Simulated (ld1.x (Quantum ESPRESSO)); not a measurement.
**Pseudopotential generation for tin: RRKJ, PBE**

Task: generate the file, and judge it by its errors in other configurations, its logarithmic derivatives, its ghosts and its cutoff.

The numbers are computed with ld1.x (Quantum ESPRESSO) 7.5 (PBE, scalar-relativistic, spin-unpolarised reference atom).

## 1. Starting point

Typed settings, in words:

- element: tin (Sn, Z = 50)
- type: norm-conserving RRKJ (Kleinman–Bylander form)
- frozen core: [Ar] 3d10
- valence charge: 22
- reference configuration: 4s2 4p6 4d10 5s1.75 5p2.25
- partial waves: 4s (bound): rc 1.30 bohr; 4d (bound): rc 1.40 bohr; 4p (bound): rc 0.95 bohr
- occupied shells without a wave: 5p, 5s
- local potential: the p channel
- core correction: not asked for

The nodes and maxima of the atom's own shells, from an earlier all-electron run, set the scale for the radii.

All-electron outer shells of the reference configuration (PBE, scalar-relativistic, ld1.x):

```csv
shell,level (eV),outermost node (bohr),outermost maximum (bohr)
3p,-699.21,0.14,0.30
3d,-473.82,–,0.25
4s,-134.33,0.40,0.74
4p,-90.10,0.41,0.79
4d,-26.22,0.39,0.88
5s,-10.77,0.98,2.01
5p,-3.86,1.09,2.55
```

## 2. The generation run

Sn.in

```
 &input
   title='Sn', zed=50., rel=1, dft='PBE', iswitch=3,
   config='[Kr] 4d10 5s1.75 5p2.25',
   nld=3, rlderiv=1.55, eminld=-12.0, emaxld=5.0, deld=0.04
 /
 &inputp
   pseudotype=2, tm=.false., rho0=0.005, lloc=1,
   nlcc=.false.,
   file_pseudopw='Sn.UPF', file_wfcaegen='ae.wfc', file_wfcncgen='nc.wfc', file_beta='beta', file_chi='chi'
 /
3
4S  1  0   2.00   0.00  1.30  1.30  0.0
4D  3  2  10.00   0.00  1.40  1.40  0.0
4P  2  1   6.00   0.00  0.95  0.95  0.0
 &test
   configts(1)='4s2 4p6 4d10 5s1.75 5p2.25'
 /
```

Command:

```bash
ld1.x < Sn.in > Sn.out
```

The output, Sn.out (without the banner and most projector matrices):

```text
     Program LD1 v.7.5
     --------------------------- All-electron run ----------------------------

     Sn
     scalar relativistic calculation

     atomic number is 50.00
     dft =PBE   lsd =0 sic =0 latt =0  beta=0.20 tr2=1.0E-14
     Exchange-correlation= PBE
                           (   1   4   3   4   0   0   0)
     mesh =1243 r(mesh) = 100.78374 a.u. xmin = -7.00 dx = 0.01250
     1 Ry =  13.60569312 eV, c = 137.03599908

     n l     nl                  e(Ry)          e(Ha)          e(eV)
     1 0     1S 1( 2.00)     -2132.5388     -1066.2694    -29014.6688
     2 0     2S 1( 2.00)      -321.9608      -160.9804     -4380.5002
     2 1     2P 1( 6.00)      -289.0219      -144.5109     -3932.3432
     3 0     3S 1( 2.00)       -62.1538       -31.0769      -845.6458
     3 1     3P 1( 6.00)       -51.3907       -25.6954      -699.2066
     4 0     4S 1( 2.00)        -9.8729        -4.9365      -134.3277
     4 1     4P 1( 6.00)        -6.6220        -3.3110       -90.0965
     3 2     3D 1(10.00)       -34.8251       -17.4126      -473.8199
     4 2     4D 1(10.00)        -1.9271        -0.9636       -26.2197
     5 0     5S 1( 1.75)        -0.7919        -0.3959       -10.7743
     5 1     5P 1( 2.25)        -0.2834        -0.1417        -3.8559

     final scf error:  6.6E-16 reached in  28 iterations

     Etot =  -12354.284344 Ry,   -6177.142172 Ha, -168088.601543 eV

     Ekin =   12899.007241 Ry,    6449.503621 Ha,  175499.934116 eV
     Encl =  -29873.743885 Ry,  -14936.871943 Ha, -406452.991736 eV
     Eh   =    4949.953239 Ry,    2474.976620 Ha,   67347.544746 eV
     Exc  =    -329.500940 Ry,    -164.750470 Ha,   -4483.088669 eV

     normalization and overlap integrals

     s(1S/1S) =  1.000000  <r> =   0.0291  <r2> =    0.0011  r(max) =   0.0188
     s(2S/2S) =  1.000000  <r> =   0.1255  <r2> =    0.0186  r(max) =   0.1054
     s(2P/2P) =  1.000000  <r> =   0.1096  <r2> =    0.0147  r(max) =   0.0853
     s(3S/3S) =  1.000000  <r> =   0.3393  <r2> =    0.1317  r(max) =   0.3090
     s(3P/3P) =  1.000000  <r> =   0.3377  <r2> =    0.1323  r(max) =   0.3013
     s(4S/4S) =  1.000000  <r> =   0.8186  <r2> =    0.7582  r(max) =   0.7412
     s(4P/4P) =  1.000000  <r> =   0.8858  <r2> =    0.8967  r(max) =   0.7890
     s(3D/3D) =  1.000000  <r> =   0.3146  <r2> =    0.1175  r(max) =   0.2498
     s(4D/4D) =  1.000000  <r> =   1.0981  <r2> =    1.4351  r(max) =   0.8829
     s(5S/5S) =  1.000000  <r> =   2.3877  <r2> =    6.5160  r(max) =   2.0147
     s(5P/5P) =  1.000000  <r> =   3.2197  <r2> =   12.1513  r(max) =   2.5548

     ------------------------ End of All-electron run ------------------------

     --------------------- Generating NC pseudopotential ---------------------

      Generating local pot.: lloc=1, matching radius rcloc =   0.9500

      Wfc   4S  rcut= 1.301  Estimated cut-off energy=       32.55 Ry
      Using 4 Bessel functions for this wfc, rho(0) = 0.005
      This function has    0 nodes for 0 < r <    1.301

      Wfc   4D  rcut= 1.402  Estimated cut-off energy=      119.93 Ry
      This function has    0 nodes for 0 < r <    1.402

     ------------------- End of pseudopotential generation -------------------

     [... the all-electron block is printed once more ...]


     Computing logarithmic derivative in   1.55931
     Computing logarithmic derivative in   1.55931
     Computing the partial wave expansion
     R is outside the sphere for l=    0 j= 0.00
       no projector for channel:   1
     R is outside the sphere for l=    2 j= 0.00

     ---------------------- Testing the pseudopotential ----------------------

     Sn
     scalar relativistic calculation

     atomic number is 50.00   valence charge is 22.00
     dft =PBE   lsd =0 sic =0 latt =0  beta=0.20 tr2=1.0E-14
     mesh =1243 r(mesh) = 100.78374 xmin = -7.00 dx = 0.01250

     n l     nl             e AE (Ry)        e PS (Ry)    De AE-PS (Ry)
     1 0     4S   1( 2.00)       -9.87290       -9.87290       -0.00001
     2 1     4P   1( 6.00)       -6.62197       -6.62214        0.00017
     3 2     4D   1(10.00)       -1.92711       -1.92712        0.00001
     2 0     5S   1( 1.75)       -0.79190       -0.80005        0.00815  !
     3 1     5P   1( 2.25)       -0.28340       -0.28670        0.00330

     eps = 1.0E-14  iter =104

     Etot =  -12354.284344 Ry,   -6177.142172 Ha, -168088.601543 eV
     Etotps =  -426.142217 Ry,    -213.071108 Ha,   -5797.960226 eV

     Ekin =     155.592028 Ry,      77.796014 Ha,    2116.937392 eV
     Encl =    -894.192052 Ry,    -447.096026 Ha,  -12166.102648 eV
     Ehrt =     356.097238 Ry,     178.048619 Ha,    4844.949746 eV
     Ecxc =     -35.495277 Ry,     -17.747638 Ha,    -482.937842 eV
     Epseu=      -8.144155 Ry,      -4.072077 Ha,    -110.806873 eV

     ---------------------- End of pseudopotential test ----------------------
```

Wall time 4.9 s (1 thread, shared host). This counts the later configuration tests of the new file too.

Partial waves on a coarse radial grid (AE all-electron, PS pseudo):

| r (bohr) | 4s AE | 4s PS | 4p AE | 4p PS |
| --- | --- | --- | --- | --- |
| 0.070 | 0.4421 | 0.0167 | 0.4377 | 0.0153 |
| 0.140 | 0.0592 | 0.0580 | -0.1054 | 0.0615 |
| 0.210 | -0.5993 | 0.1421 | -0.6027 | 0.1390 |
| 0.280 | -0.7044 | 0.2757 | -0.6349 | 0.2483 |
| 0.350 | -0.3698 | 0.4531 | -0.3358 | 0.3888 |
| 0.420 | 0.1276 | 0.6567 | 0.0877 | 0.5560 |
| 0.490 | 0.5976 | 0.8622 | 0.4960 | 0.7391 |
| 0.560 | 0.9540 | 1.0437 | 0.8216 | 0.9192 |
| 0.630 | 1.1781 | 1.1800 | 1.0457 | 1.0723 |
| 0.700 | 1.2829 | 1.2579 | 1.1730 | 1.1761 |
| 0.770 | 1.2957 | 1.2747 | 1.2211 | 1.2206 |
| 0.840 | 1.2443 | 1.2363 | 1.2097 | 1.2095 |
| 0.910 | 1.1531 | 1.1555 | 1.1572 | 1.1572 |
| 0.980 | 1.0411 | 1.0476 | 1.0793 | 1.0793 |
| 1.050 | 0.9215 | 0.9274 | 0.9875 | 0.9875 |
| 1.120 | 0.8033 | 0.8065 | 0.8903 | 0.8903 |
| 1.190 | 0.6918 | 0.6928 | 0.7934 | 0.7934 |
| 1.260 | 0.5901 | 0.5902 | 0.7005 | 0.7005 |
| 1.330 | 0.4994 | 0.4994 | 0.6139 | 0.6139 |
| 1.400 | 0.4199 | 0.4199 | 0.5346 | 0.5346 |
| 1.470 | 0.3511 | 0.3511 | 0.4633 | 0.4633 |
| 1.540 | 0.2923 | 0.2923 | 0.3998 | 0.3998 |
| 1.610 | 0.2424 | 0.2424 | 0.3438 | 0.3438 |
| 1.680 | 0.2004 | 0.2004 | 0.2948 | 0.2948 |
| 1.750 | 0.1652 | 0.1652 | 0.2520 | 0.2520 |
| 1.820 | 0.1359 | 0.1359 | 0.2150 | 0.2150 |

## 3. Transferability test

Sn.test.in

```
 &input
   title='Sn', zed=50., rel=1, dft='PBE', iswitch=2,
   config='[Kr] 4d10 5s1.75 5p2.25'
 /
 &test
   file_pseudo='Sn.UPF', nconf=8,
   configts(1)='4s2 4p6 4d10 5s1.75 5p2.25',
   configts(2)='4s2 4p6 4d10 5s2 5p2',
   configts(3)='4s2 4p6 4d10 5s2 5p1',
   configts(4)='4s2 4p6 4d10 5s2 5p0',
   configts(5)='4s1 4p6 4d10 5s2 5p2',
   configts(6)='4s2 4p6 4d10 5s1 5p2',
   configts(7)='4s2 4p6 4d10 5s2 5p1.5',
   configts(8)='4s2 4p5 4d10 5s2 5p2'
 /
```

Command:

```bash
ld1.x < Sn.test.in > Sn.test.out
```

Sn.test.out, the pseudopotential blocks, each with the warnings that came before it:

```text
     Warning: convergence not achieved
     ---------------------- Testing the pseudopotential ----------------------

     Sn
     scalar relativistic calculation

     atomic number is 50.00   valence charge is 22.00
     dft =PBE   lsd =0 sic =0 latt =0  beta=0.20 tr2=1.0E-14
     mesh =1243 r(mesh) = 100.78374 xmin = -7.00 dx = 0.01250

     n l     nl             e AE (Ry)        e PS (Ry)    De AE-PS (Ry)
     1 0     4S   1( 2.00)       -9.87290       -9.87290       -0.00001
     2 1     4P   1( 6.00)       -6.62197       -6.62214        0.00017
     3 2     4D   1(10.00)       -1.92711       -1.92712        0.00001
     2 0     5S   1( 1.75)       -0.79190       -0.80005        0.00815  !
     3 1     5P   1( 2.25)       -0.28340       -0.28670        0.00330

     eps = 3.6E-13  iter =201

     Etot =  -12354.284344 Ry,   -6177.142172 Ha, -168088.601543 eV
     Etotps =  -426.142217 Ry,    -213.071108 Ha,   -5797.960226 eV

     Ekin =     155.592028 Ry,      77.796014 Ha,    2116.937392 eV
     Encl =    -894.192052 Ry,    -447.096026 Ha,  -12166.102648 eV
     Ehrt =     356.097238 Ry,     178.048619 Ha,    4844.949746 eV
     Ecxc =     -35.495277 Ry,     -17.747638 Ha,    -482.937842 eV
     Epseu=      -8.144155 Ry,      -4.072077 Ha,    -110.806873 eV

     ---------------------- End of pseudopotential test ----------------------

     ---------------------- Testing the pseudopotential ----------------------

     Sn
     [...]
     n l     nl             e AE (Ry)        e PS (Ry)    De AE-PS (Ry)
     1 0     4S   1( 2.00)       -9.84368       -9.84348       -0.00020
     2 1     4P   1( 6.00)       -6.59284       -6.59285        0.00002
     3 2     4D   1(10.00)       -1.89914       -1.89906       -0.00009
     2 0     5S   1( 2.00)       -0.77532       -0.78338        0.00806  !
     3 1     5P   1( 2.00)       -0.27151       -0.27474        0.00323

     eps = 5.7E-15  iter = 51

     Etot =  -12354.410875 Ry,   -6177.205437 Ha, -168090.323077 eV
     Etotps =  -426.269967 Ry,    -213.134983 Ha,   -5799.698357 eV
     dEtot_ae =      -0.126530 Ry
     dEtot_ps =      -0.127750 Ry,   Delta E=       0.001220 Ry

     [...]
     ---------------------- End of pseudopotential test ----------------------

     ---------------------- Testing the pseudopotential ----------------------

     Sn
     [...]
     n l     nl             e AE (Ry)        e PS (Ry)    De AE-PS (Ry)
     1 0     4S   1( 2.00)      -10.43088      -10.43414        0.00326
     2 1     4P   1( 6.00)       -7.18006       -7.18349        0.00342
     3 2     4D   1(10.00)       -2.48469       -2.48786        0.00318
     2 0     5S   1( 2.00)       -1.30909       -1.32016        0.01107  !
     3 1     5P   1( 1.00)       -0.75374       -0.75973        0.00599  !

     eps = 4.8E-15  iter = 61

     Etot =  -12353.905608 Ry,   -6176.952804 Ha, -168083.448573 eV
     Etotps =  -425.759994 Ry,    -212.879997 Ha,   -5792.759828 eV
     dEtot_ae =       0.378736 Ry
     dEtot_ps =       0.382222 Ry,   Delta E=      -0.003486 Ry

     [...]
     ---------------------- End of pseudopotential test ----------------------

     ---------------------- Testing the pseudopotential ----------------------

     Sn
     [...]
     n l     nl             e AE (Ry)        e PS (Ry)    De AE-PS (Ry)
     1 0     4S   1( 2.00)      -11.12662      -11.13387        0.00725  !
     2 1     4P   1( 6.00)       -7.87557       -7.88283        0.00726  !
     3 2     4D   1(10.00)       -3.17575       -3.18246        0.00671  !
     2 0     5S   1( 2.00)       -1.91763       -1.93203        0.01440  !
     3 1     5P   1( 0.00)       -1.30765       -1.31675        0.00909  !

     eps = 8.5E-15  iter = 46

     Etot =  -12352.880119 Ry,   -6176.440059 Ha, -168069.496083 eV
     Etotps =  -424.726752 Ry,    -212.363376 Ha,   -5778.701847 eV
     dEtot_ae =       1.404225 Ry
     dEtot_ps =       1.415465 Ry,   Delta E=      -0.011239 Ry

     [...]
     ---------------------- End of pseudopotential test ----------------------

     Warning: convergence not achieved
     ---------------------- Testing the pseudopotential ----------------------

     Sn
     [...]
     n l     nl             e AE (Ry)        e PS (Ry)    De AE-PS (Ry)
     1 0     4S   1( 1.00)      -11.09480      -11.09676        0.00195
     2 1     4P   1( 6.00)       -7.81016       -7.81118        0.00102
     3 2     4D   1(10.00)       -3.02276       -3.01901       -0.00374
     2 0     5S   1( 2.00)       -1.49016       -1.50242        0.01226  !
     3 1     5P   1( 2.00)       -0.87364       -0.88040        0.00676  !

     eps = 6.5E-13  iter =201

     Etot =  -12343.960466 Ry,   -6171.980233 Ha, -167948.138030 eV
     Etotps =  -415.814313 Ry,    -207.907157 Ha,   -5657.441941 eV
     dEtot_ae =      10.323878 Ry
     dEtot_ps =      10.327903 Ry,   Delta E=      -0.004026 Ry

     [...]
     ---------------------- End of pseudopotential test ----------------------

     ---------------------- Testing the pseudopotential ----------------------

     Sn
     [...]
     n l     nl             e AE (Ry)        e PS (Ry)    De AE-PS (Ry)
     1 0     4S   1( 2.00)      -10.54476      -10.54875        0.00399
     2 1     4P   1( 6.00)       -7.29346       -7.29742        0.00397
     3 2     4D   1(10.00)       -2.59312       -2.59662        0.00350
     2 0     5S   1( 1.00)       -1.37450       -1.38589        0.01140  !
     3 1     5P   1( 2.00)       -0.80556       -0.81178        0.00623  !

     eps = 6.1E-15  iter = 49

     Etot =  -12353.343402 Ry,   -6176.671701 Ha, -168075.799376 eV
     Etotps =  -425.192614 Ry,    -212.596307 Ha,   -5785.040227 eV
     dEtot_ae =       0.940942 Ry
     dEtot_ps =       0.949602 Ry,   Delta E=      -0.008660 Ry

     [...]
     ---------------------- End of pseudopotential test ----------------------

     ---------------------- Testing the pseudopotential ----------------------

     Sn
     [...]
     n l     nl             e AE (Ry)        e PS (Ry)    De AE-PS (Ry)
     1 0     4S   1( 2.00)      -10.12137      -10.12285        0.00148
     2 1     4P   1( 6.00)       -6.87056       -6.87224        0.00169
     3 2     4D   1(10.00)       -2.17631       -2.17784        0.00153
     2 0     5S   1( 2.00)       -1.03071       -1.04025        0.00954  !
     3 1     5P   1( 1.50)       -0.50178       -0.50636        0.00459

     eps = 8.4E-15  iter =105

     Etot =  -12354.218616 Ry,   -6177.109308 Ha, -168087.707268 eV
     Etotps =  -426.075711 Ry,    -213.037856 Ha,   -5797.055373 eV
     dEtot_ae =       0.065728 Ry
     dEtot_ps =       0.066505 Ry,   Delta E=      -0.000777 Ry

     [...]
     ---------------------- End of pseudopotential test ----------------------

     ---------------------- Testing the pseudopotential ----------------------

     Sn
     [...]
     n l     nl             e AE (Ry)        e PS (Ry)    De AE-PS (Ry)
     1 0     4S   1( 2.00)      -11.06031      -11.06114        0.00083
     2 1     4P   1( 5.00)       -7.77986       -7.78034        0.00049
     3 2     4D   1(10.00)       -3.00090       -2.99826       -0.00265
     2 0     5S   1( 2.00)       -1.48914       -1.50112        0.01198  !
     3 1     5P   1( 2.00)       -0.87330       -0.87995        0.00665  !

     eps = 9.2E-15  iter = 37

     Etot =  -12347.243128 Ry,   -6173.621564 Ha, -167992.800912 eV
     Etotps =  -419.097503 Ry,    -209.548751 Ha,   -5702.112012 eV
     dEtot_ae =       7.041216 Ry
     dEtot_ps =       7.044714 Ry,   Delta E=      -0.003497 Ry

     [...]
     ---------------------- End of pseudopotential test ----------------------
```

The tests as a table, with energies relative to 4s2 4p6 4d10 5s1.75 5p2.25. A star marks tests that logged a warning. The frozen-core shift comes from a second all-electron run, not shown, with the core orbitals held at their reference shape; it is that run's ΔE less the relaxed one.

```tsv
valence configuration	charge	ΔE all-electron (eV)	error AE − PS (meV)	frozen-core shift (meV)
4s2 4p6 4d10 5s2 5p2	0	-1.722	+17	-0.1
4s2 4p6 4d10 5s2 5p1	+1	5.153	-47	+1.0
4s2 4p6 4d10 5s2 5p0	+2	19.105	-153	+3.6
4s1 4p6 4d10 5s2 5p2 *	+1	140.464	-55	+39
4s2 4p6 4d10 5s1 5p2	+1	12.802	-118	+1.5
4s2 4p6 4d10 5s2 5p1.5	+0.5	0.894	-11	+0.3
4s2 4p5 4d10 5s2 5p2	+1	95.801	-48	+42
```

## 4. Logarithmic derivatives

Taken from the files of the generation run. The phase is arctan(r·u′/u) with u = r·R, unwrapped, with energies in Ry. A pole is an energy at which the radial function vanishes at the test radius. The pseudo phase is shifted by a multiple of π to meet the all-electron one at the reference energy. Levels narrower than the energy grid can be missing from the poles. The last column is the largest difference on the grid between −1 and +1 Ry.

| channel | radius (bohr) | reference (Ry) | poles AE | poles PS | window around the reference with phases within 0.05 rad (Ry) | largest difference near zero (rad) |
| --- | --- | --- | --- | --- | --- | --- |
| s | 1.56 | -9.87 | -9.43 | -9.43 | below 1.0 | 0.050 |
| p | 1.56 | -6.62 | -5.88 | -5.88 | below 2.6 | 0.012 |
| d | 1.56 | -1.93 | -0.35 | -0.35 | the whole range | 0.001 |

Phases (rad) along the scan:

| E (Ry) | s AE | s PS | p AE | p PS |
| --- | --- | --- | --- | --- |
| -12.00 | 1.276 | 1.276 | 1.339 | 1.339 |
| -11.52 | 1.233 | 1.233 | 1.329 | 1.329 |
| -11.04 | 1.144 | 1.144 | 1.317 | 1.317 |
| -10.56 | 0.833 | 0.832 | 1.303 | 1.303 |
| -10.08 | -0.965 | -0.965 | 1.285 | 1.284 |
| -9.60 | -1.513 | -1.513 | 1.261 | 1.260 |
| -9.12 | -1.632 | -1.632 | 1.227 | 1.226 |
| -8.64 | -1.686 | -1.686 | 1.174 | 1.174 |
| -8.16 | -1.719 | -1.719 | 1.078 | 1.077 |
| -7.68 | -1.743 | -1.743 | 0.842 | 0.841 |
| -7.20 | -1.762 | -1.763 | -0.073 | -0.076 |
| -6.72 | -1.780 | -1.780 | -1.188 | -1.188 |
| -6.24 | -1.797 | -1.797 | -1.480 | -1.480 |
| -5.76 | -1.814 | -1.814 | -1.591 | -1.591 |
| -5.28 | -1.831 | -1.832 | -1.652 | -1.653 |
| -4.80 | -1.849 | -1.850 | -1.693 | -1.693 |
| -4.32 | -1.869 | -1.871 | -1.724 | -1.724 |
| -3.84 | -1.892 | -1.893 | -1.750 | -1.750 |
| -3.36 | -1.917 | -1.919 | -1.773 | -1.774 |
| -2.88 | -1.947 | -1.950 | -1.796 | -1.797 |
| -2.40 | -1.982 | -1.986 | -1.818 | -1.820 |
| -1.92 | -2.025 | -2.030 | -1.841 | -1.843 |
| -1.44 | -2.079 | -2.085 | -1.867 | -1.870 |
| -0.96 | -2.147 | -2.156 | -1.895 | -1.899 |
| -0.48 | -2.236 | -2.250 | -1.928 | -1.932 |
| 0.00 | -2.358 | -2.379 | -1.966 | -1.972 |
| 0.48 | -2.527 | -2.560 | -2.012 | -2.020 |
| 0.96 | -2.761 | -2.811 | -2.069 | -2.081 |
| 1.44 | -3.066 | -3.132 | -2.143 | -2.160 |
| 1.92 | -3.405 | -3.475 | -2.240 | -2.266 |
| 2.40 | -3.710 | -3.772 | -2.373 | -2.414 |
| 2.88 | -3.945 | -3.995 | -2.560 | -2.623 |
| 3.36 | -4.114 | -4.154 | -2.818 | -2.909 |
| 3.84 | -4.236 | -4.268 | -3.144 | -3.258 |
| 4.32 | -4.326 | -4.352 | -3.486 | -3.599 |
| 4.80 | -4.394 | -4.416 | -3.778 | -3.871 |

## 5. Plane-wave convergence, by spherical Bessel functions

A separate test, outside the generator: the pseudo-atom's Hamiltonian at the reference potential is diagonalised in spherical Bessel functions j_l(qr) that vanish at 20 bohr, with q² up to the cutoff.

All-electron valence levels (Ry): 4s -9.8729, 5s -0.7919, 4d -1.9271, 4p -6.6220, 5p -0.2834. The lowest levels of each channel (Ry) by cutoff; the last column sums, over occupied levels, occupation times the distance from the level at 400 Ry. A positive value at high cutoff is not a bound level.

| cutoff (Ry) | s #1 | s #2 | d #1 | p #1 | p #2 | f #1 | Σ f·Δε (mRy) |
| --- | --- | --- | --- | --- | --- | --- | --- |
| 8 | -7.6055 | -0.5042 | -0.0411 | -3.2455 | -0.0860 | 0.1047 | 44623.8 |
| 15 | -7.7416 | -0.5447 | -0.3828 | -5.3776 | -0.1862 | 0.1047 | 27846.6 |
| 25 | -8.2284 | -0.5803 | -1.0424 | -6.3254 | -0.2581 | 0.1047 | 14365.1 |
| 40 | -9.2669 | -0.6962 | -1.7128 | -6.4545 | -0.2768 | 0.1047 | 4564.6 |
| 55 | -9.7147 | -0.7631 | -1.8953 | -6.4844 | -0.2776 | 0.1047 | 1546.3 |
| 80 | -9.8631 | -0.7948 | -1.9268 | -6.5844 | -0.2835 | 0.1047 | 265.7 |
| 110 | -9.8729 | -0.7997 | -1.9271 | -6.6165 | -0.2863 | 0.1047 | 35.5 |
| 160 | -9.8729 | -0.8000 | -1.9271 | -6.6187 | -0.2865 | 0.1047 | 21.1 |
| 200 | -9.8729 | -0.8000 | -1.9271 | -6.6213 | -0.2866 | 0.1047 | 5.3 |
| 230 | -9.8729 | -0.8000 | -1.9271 | -6.6219 | -0.2867 | 0.1047 | 1.2 |
| 260 | -9.8729 | -0.8000 | -1.9271 | -6.6220 | -0.2867 | 0.1047 | 0.9 |
| 350 | -9.8729 | -0.8000 | -1.9271 | -6.6221 | -0.2867 | 0.1047 | 0.2 |
| 400 | -9.8729 | -0.8000 | -1.9271 | -6.6221 | -0.2867 | 0.1047 | 0.0 |

The sum stays within 10 mRy from 200 Ry and within 1 mRy from 260 Ry. The sum leaves out empty levels, which can need more. Ghost test: no level below the all-electron spectrum of its channel (s, d, p, f tested).

## 6. Results

```
                                                quantity                               value
               cutoffs for 10 and 1 mRy, occupied levels                   200 Ry and 260 Ry
                                            bound ghosts                          none found
                       largest miss of a reference level                        111 meV (5s)
                            largest test error (AE − PS)  -153 meV, for 4s2 4p6 4d10 5s2 5p0
largest phase difference near zero energy, channels read                           0.050 rad
```

**Reading.** Already in the reference configuration the 5s level is off by 111 meV; it has no partial wave or projector of its own. The worst unpolarised test, 4s2 4p6 4d10 5s2 5p0, is off by 153 meV on 19.1 eV; by total energies transferability rates as poor. Freezing the core alone would shift it much less, so the error comes from the pseudisation. The potential is very hard: the looser tolerance needs 200 Ry. The slowest occupied level is 4p: taken alone it needs 200 Ry to come within 1 mRy, against 100 Ry for 5s. The Bessel-basis test finds no level below the valence levels. Of the channels read, s scatters worst near zero energy, by up to 0.05 rad.
